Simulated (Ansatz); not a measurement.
**AsBH₄O (SMILES OB[AsH2]): single points off equilibrium**

An exercise on one series of results from a longer session: the logs are not shown, and one member is left open.

The runs use Ansatz 0.2.0, Gaussian basis; single points in def2-TZVPP.

Correlated methods freeze the cores. Filled d shells of the heavier atoms are correlated. B3LYP uses VWN-RPA correlation.

### The system as given

7 atoms, charge 0, spin multiplicity 1.

Atoms are counted from 1 here; the program's logs count them from 0.

Bond lengths: O1–B2 1.350 Å, O1–H4 0.962 Å, B2–As3 2.054 Å, B2–H5 1.156 Å, As3–H6 1.528 Å, As3–H7 1.509 Å. Angles: B2–O1–H4 118.4°, O1–B2–As3 114.4°, O1–B2–H5 123.8°, As3–B2–H5 121.0°, B2–As3–H6 95.3°, B2–As3–H7 93.1°, H6–As3–H7 86.2°.

Coordinates:

```xyz
7

O    -1.45970    0.09440   -0.30370
B    -0.19750   -0.35780   -0.46550
As    0.95730   -0.27700    1.23120
H    -2.06480    0.03710   -1.04910
H     0.16830   -0.91840   -1.40760
H     0.52450    1.13310    1.63080
H     2.10810    0.38670    0.51550
```

Set-up of the first run:

The input, run/in.yaml:

```yaml
crystal:
  periodic: [false, false, false]
  atoms:
    - {symbol: O, position_ang: [-1.459700, 0.094400, -0.303700]}
    - {symbol: B, position_ang: [-0.197500, -0.357800, -0.465500]}
    - {symbol: As, position_ang: [0.957300, -0.277000, 1.231200]}
    - {symbol: H, position_ang: [-2.064800, 0.037100, -1.049100]}
    - {symbol: H, position_ang: [0.168300, -0.918400, -1.407600]}
    - {symbol: H, position_ang: [0.524500, 1.133100, 1.630800]}
    - {symbol: H, position_ang: [2.108100, 0.386700, 0.515500]}
basis:
  gaussian: {orbitals: def2-TZVPP}
correlation: {method: ccsd_t}
output: {forces: true}
```

No record of the launch command was kept for these runs.

Among the steps run: CCSD(T)/def2-TZVPP; PBE0-D4/def2-TZVPP; wB97M-V/def2-TZVPP; r2SCAN-D4/def2-TZVPP; PBE-D4/def2-TZVPP; B3LYP-D4/def2-TZVPP; B97M-V/def2-TZVPP.

One of the session's tables, all rows but one given; the rest of the session is left out.

| method | RMS force component (eV/Å) | angle to CCSD(T) forces (°) | dipole (D) |
| --- | --- | --- | --- |
| CCSD(T) | 0.443 | reference | 2.39 |
| PBE0-D4 | 0.468 | 18.0 | 2.36 |
| wB97M-V | ? | ? | ? |
| r2SCAN-D4 | 0.444 | 12.6 | 2.38 |
| PBE-D4 | 0.465 | 27.9 | 2.28 |
| B3LYP-D4 | 0.409 | 16.0 | 2.32 |
| B97M-V | 0.450 | 17.9 | 2.30 |

**Question.** Estimate the row for wB97M-V.

As computed: RMS force component (eV/Å): 0.430; angle to CCSD(T) forces (°): 10.9; dipole (D): 2.41. In the column «RMS force component (eV/Å)» it lies between B3LYP-D4 (0.409) and CCSD(T) (0.443).
